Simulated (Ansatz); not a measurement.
## CH6GeNOP, SMILES O=C[NH][GeH2][PH2]: a ladder of methods at one geometry, step by step

Computed with the Python package of Ansatz (0.2.0).

Typed at the interpreter:
```pycon
>>> from pathlib import Path
>>> import ansatz
>>> import numpy as np
>>> geometry_ang = [
...     ("O", (1.3943, -0.2334, -1.5727)),
...     ("C", (1.6695, 0.4403, -0.545)),
...     ("N", (0.8836, 0.3211, 0.6415)),
...     ("Ge", (-0.604, -0.806, 0.7397)),
...     ("P", (-2.2422, -0.0494, -0.6636)),
...     ("H", (2.5159, 1.1137, -0.5613)),
...     ("H", (1.1582, 0.861, 1.4914)),
...     ("H", (-1.1467, -0.8077, 2.1915)),
...     ("H", (-0.1927, -2.246, 0.3405)),
...     ("H", (-2.0809, 1.3354, -0.2554)),
...     ("H", (-1.355, 0.0709, -1.8065)),
... ]
>>> system = ansatz.Crystal.molecule()
>>> for symbol, xyz in geometry_ang:
...     system = system.atom(symbol, xyz)
...
>>> job = system.calculation().basis(gaussian="def2-SVP")
>>> print("functional    E (Ha)        dipole (D)   HOMO (eV)  LUMO (eV)")
functional    E (Ha)        dipole (D)   HOMO (eV)  LUMO (eV)
>>> for name in ["hf", "revpbe", "pbe", "cam_b3lyp", "pbe0", "blyp"]:
...     summary = job.functional(name).forces().orbitals().run(threads=1, pin="off", runs_dir="runs").report
...     lines = Path(summary["orbitals_path"]).read_text().splitlines()
...     field_of = lambda key: [line.split("=")[1].strip() for line in lines if line.startswith(key)]
...     orbitals = [(27.211386 * float(e), s, float(n)) for e, s, n in zip(field_of("Ene="), field_of("Spin="), field_of("Occup="))]
...     homo = max(e for e, _, n in orbitals if n > 0.5)
...     lumo = min(e for e, _, n in orbitals if n < 0.5)
...     dipole = 4.803205 * np.linalg.norm(summary["charge_distribution"]["dipole_moment_e_ang"])
...     print(f"{name:10s} {summary['free_energy_ev'] / 27.211386246:14.6f} {dipole:9.3f} {homo:11.3f} {lumo:10.3f}")
...
hf           -2586.286782     4.246      -9.798      3.797
revpbe       -2589.293811     3.508      -5.715     -1.133
pbe          -2588.896733     3.514      -5.756     -1.212
cam_b3lyp    -2589.613406     3.725      -8.374      1.056
pbe0         -2588.983654     3.760      -7.150     -0.194
blyp         -2589.562048     3.423      -5.591     -1.039
```

Reading the output:
- Total energies depend on the basis set; only differences at equal settings carry meaning.
- The geometry is a force-field or estimated start, not a minimum of this method, and the basis set is short of its limit. A lower total doesn't mark the better method: functionals have no common bound, and MP2 and coupled cluster aren't variational.
- Levels such as HOMO and LUMO are orbital energies: with these approximate functionals they aren't the ionisation energy and electron affinity, and their gap isn't the fundamental gap.
- Run time: 37 s on 1 thread of Arm Neoverse V1, on a shared host, peak memory 0.41 GiB.
